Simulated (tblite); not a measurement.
# Ga9H12N9 ((3,3) GaN nanotube piece): the cost of one run

Programs: tblite 0.8.0 and PySCF 2.14.0, with routines of our own; each step states its level. All values are computed. Atoms count from 0.

### Step 1. The starting structure

30 atoms, charge 0, multiplicity 1; geometry from: force field, distance geometry or constructed start.

### Step 2. Geometry optimisation with GFN2-xTB

What the job is given:

```
{"job": {"kind": "relax", "xc": "GFN2-xTB", "basis": "xTB"}, "charge": 0, "multiplicity": 1}
Ga     1.327000     2.288100    -1.600300
N     -0.462400     2.606600    -1.605600
N     -2.479500     0.902100     0.001000
Ga    -2.644900     0.004400    -1.604900
N     -2.026600    -1.700900    -1.595300
N      0.455900    -2.604500    -0.002600
Ga     1.322200    -2.288200    -1.602000
N      2.488100    -0.901700    -1.597200
Ga     2.646900    -0.002100    -0.000400
N      2.022800     1.698900     0.001600
Ga     1.320000     2.288700     1.596600
N     -0.461700     2.602000     1.598700
Ga    -1.325500     2.290600     0.005000
Ga    -2.642000    -0.000600     1.596000
N     -2.027800    -1.694600     1.598900
Ga    -1.324000    -2.289300     0.006300
Ga     1.322500    -2.288000     1.599600
N      2.483600    -0.907800     1.597700
H      2.198300     2.504700    -2.856500
H     -0.960300     2.940400    -2.441600
H     -3.269300     0.656600    -2.857500
H     -2.065000    -2.302300    -2.444500
H      1.071500    -3.151100    -2.852400
H      3.023000    -0.640000    -2.445800
H      2.199400     2.505500     2.859900
H     -0.969200     2.938600     2.446800
H     -3.266300     0.655100     2.858300
H     -2.064700    -2.303200     2.445500
H      1.068700    -3.155300     2.857000
H      3.028300    -0.635300     2.447700
```

The run is started by

```bash
$ OMP_NUM_THREADS=1 python large_run.py task.json out
```

The driver reads the jobs from task.json and runs them one after another.

Q: Estimate the wall time and peak memory of this first job on 1 thread of Arm Neoverse V2, shared host.

About 6.2 s, with a peak of 0.16 GiB.
